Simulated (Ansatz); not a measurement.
Working through a ladder of methods at one geometry of C2H4BClTe, SMILES BC=C(Cl)[TeH]

Program: Ansatz 0.2.0 through its Python package.

Notebook, run cell by cell (the value of a cell's last expression is shown):

In [1]:
```python
from pathlib import Path

import ansatz as az
import numpy as np
```

In [2]:
```python
mol = (
    az.Crystal.molecule()
    .atom("B", [1.733, -0.1504, -0.5544])
    .atom("C", [0.3647, -0.353, 0.2561])
    .atom("C", [-0.8966, -0.0734, -0.2106])
    .atom("Cl", [-1.0993, 0.6172, -1.7974])
    .atom("Te", [-2.5327, -0.4733, 1.0319])
    .atom("H", [1.6555, 0.3614, -1.6588])
    .atom("H", [2.7561, -0.3752, -0.0832])
    .atom("H", [0.5205, -0.7506, 1.2454])
    .atom("H", [-2.4127, 1.1509, 1.7538])
)
```

In [3]:
```python
setup = mol.calculation().basis(gaussian="def2-SVP")
```

In [4]:
```python
print("functional    E (Ha)        dipole (D)   HOMO (eV)  LUMO (eV)")
for name in ["hse06", "lc_wpbe", "pbe", "pbe0"]:
    data = setup.functional(name).forces().orbitals().run(threads=1, pin="off", runs_dir="runs").report
    lines = Path(data["orbitals_path"]).read_text().splitlines()
    field_of = lambda key: [line.split("=")[1].strip() for line in lines if line.startswith(key)]
    orbitals = [(27.211386 * float(e), s, float(n)) for e, s, n in zip(field_of("Ene="), field_of("Spin="), field_of("Occup="))]
    homo = max(e for e, _, n in orbitals if n > 0.5)
    lumo = min(e for e, _, n in orbitals if n < 0.5)
    dipole = 4.803205 * np.linalg.norm(data["charge_distribution"]["dipole_moment_e_ang"])
    print(f"{name:10s} {data['free_energy_ev'] / 27.211386246:14.6f} {dipole:9.3f} {homo:11.3f} {lumo:10.3f}")
```
```text
functional    E (Ha)        dipole (D)   HOMO (eV)  LUMO (eV)
hse06         -831.094375     1.359      -6.139     -3.045
lc_wpbe       -831.205572     1.401      -9.103     -0.468
pbe           -831.040614     1.339      -5.428     -3.511
pbe0          -831.110191     1.362      -6.531     -2.667
```

Total energies depend on the basis set; only differences at equal settings carry meaning. The geometry is a force-field or estimated start, not a minimum of this method, and the basis set is short of its limit. A lower total doesn't mark the better method: functionals have no common bound, and MP2 and coupled cluster aren't variational. def2 sets replace the cores of elements past krypton by effective core potentials. Levels such as HOMO and LUMO are orbital energies: with these approximate functionals they aren't the ionisation energy and electron affinity, and their gap isn't the fundamental gap. hse06 follows the composition of plane-wave codes, whose totals differ by tens of mHa, up to about 0.1 Ha, from the form usual in Gaussian-basis programs (wpbeh). Run time: 23 s on 1 thread of Arm Neoverse V1, with other jobs on the host, peak memory 0.32 GiB.

(Lines on the test bed's own set-up are left out of the output.)
